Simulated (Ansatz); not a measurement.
## Tl3S: single point with HSE06 form with a typed share of exact exchange

The system is Tl3S.

```
Tl S
1.0
    -2.35097    2.35097    5.14280
     2.35097   -2.35097    5.14280
     2.35097    2.35097   -5.14280
Tl S
3 1
Direct
  0.50000 0.50000 0.00000
  0.25000 0.75000 0.50000
  0.75000 0.25000 0.50000
  0.00000 0.00000 0.00000
```

The cell comes from a database or a generator and needn't be the stable form of this composition.

| Property | Result |
| --- | --- |
| Program | Ansatz 0.2.0 |
| Task | single point |
| Functional | HSE06 form with a typed share of exact exchange |
| Potentials or basis | Ansatz PAW |
| Cutoff | 420 eV (not typed: the program's choice for these potentials) |
| k mesh | 4 × 4 × 4 |
| Occupations | fermi-dirac, width 0.05 eV |
| Spin | no spin polarisation |
| Screening (1/Å) | 0.2 |
| Share of exact exchange | 0.3 |

```
Pressure               : -1.0 GPa
Band gap on the k mesh : none (metal or under the smearing width)
```

Stress tensor (GPa, compression positive):
```
-0.89  0.00  0.00
 0.00 -0.89  0.00
 0.00  0.00 -1.25
```

Levels at points of the mesh, in eV from the Fermi level:
```csv
k point,band 19,band 20,band 21,band 22,band 23,band 24,band 25,band 26
"(0.00, 0.00, 0.00)",-3.54,-3.11,-2.36,-2.36,0.70,0.70,0.91,3.17
"(0.00, 0.00, -0.50)",-5.88,-4.09,-3.79,-1.74,-0.40,-0.08,2.68,3.72
"(0.00, -0.50, 0.00)",-5.29,-1.94,-1.71,-0.79,-0.01,1.82,3.14,3.90
"(-0.50, -0.50, -0.50)",-3.27,-3.00,-3.00,-0.92,1.67,1.67,4.03,5.08
```

It took 36 s on 2 threads of Intel(R) Xeon(R) 6975P-C (Granite Rapids), with other jobs on the host, peak memory 1.8 GiB.

Caveat: the k mesh is coarse (spacing up to 0.47 Å⁻¹), so the values aren't converged, least of all with exact exchange; the PAW data sets come from PBE, with cores solved anew for the run's functional, which leaves a small shift of forces and pressure; the thresholds are loose for stress. Spin-orbit coupling is left out, which matters for the levels of Tl.
